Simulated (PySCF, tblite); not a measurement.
# C4H6ClSi radical: geometry, infrared bands and EPR parameters

What infrared bands and EPR parameters should C4H6ClSi radical (`C=C/C(Cl)=[C]/[SiH3]`) show?

Computed with tblite 0.8.0 and PySCF 2.14.0, with density-fitted response routines of our own, on a single molecule in the gas phase. Atoms are numbered from 0 throughout.

### 1 Starting geometry

12 atoms, charge 0, multiplicity 2; geometry from: force field or distance geometry start.

Bonds of the start (Å): C0–C1 1.30, C1–C2 1.48, C2–Cl3 1.76, C2–C4 1.33, C4–Si5 1.84, C0–H6 1.08, C0–H7 1.09, C1–H8 1.08, Si5–H9 1.48, Si5–H10 1.49, Si5–H11 1.46.

### 2 Relaxing the molecule with GFN2-xTB

What the job is given:

```
{"job": {"kind": "relax", "xc": "GFN2-xTB", "basis": "xTB"}, "charge": 0, "multiplicity": 2}
C     -2.039300    -0.141700    -0.845900
C     -0.849900    -0.003900    -0.335700
C     -0.224900    -1.002800     0.560700
Cl    -1.077900    -2.480200     1.004100
C      0.994700    -0.832200     1.074600
Si     1.930300     0.688400     0.638600
H     -2.699300    -0.980100    -0.676400
H     -2.416700     0.651500    -1.487000
H     -0.271800     0.876800    -0.564400
H      1.547600     1.822500     1.502400
H      3.363900     0.406000     0.940700
H      1.744500     0.994900    -0.778800
```

Launch:

```sh
> OMP_NUM_THREADS=1 python probes_run.py task.json out
```

The driver reads the jobs from task.json and runs them one after another.

**Question.** This job is followed by: GFN2-xTB harmonic vibrations, gas phase; UKS B3LYP, pcH-1 on C Cl H Si, non-relativistic, mean-field spin-orbit, GIAO. Predict these results of the whole session: strongest single infrared mode (GFN2-xTB); zero-point energy (GFN2-xTB); g(iso) (B3LYP); ⟨S²⟩; largest a(iso) (averaged by class); surface potential, 1st and 99th percentile.

The runs gave:

| quantity | value |
| --- | --- |
| strongest single infrared mode (GFN2-xTB) | 787 cm⁻¹, 424 km/mol |
| zero-point energy (GFN2-xTB) | 47.2 kcal/mol |
| g(iso) (B3LYP) | 2.00148 |
| ⟨S²⟩ | 0.761 (exact 0.75) |
| largest a(iso) (averaged by class) | 13C on C4, 137.1 MHz |
| surface potential, 1st and 99th percentile | -0.59 V and 1.24 V |

The optimisation took 67 steps and gained 0.608 eV; among the close pairs (by a distance rule), C2–Cl3 changed most, from 1.763 to 1.805 Å. All 30 modes are real, so the xTB geometry is a minimum. GFN2-xTB is a fitted tight-binding method: band positions and strengths are rough. Its intensities can rank the bands wrongly. C4 carries the largest spin population, 0.97 e. The isotropic g lies 0.8 ppt below the free-electron value.
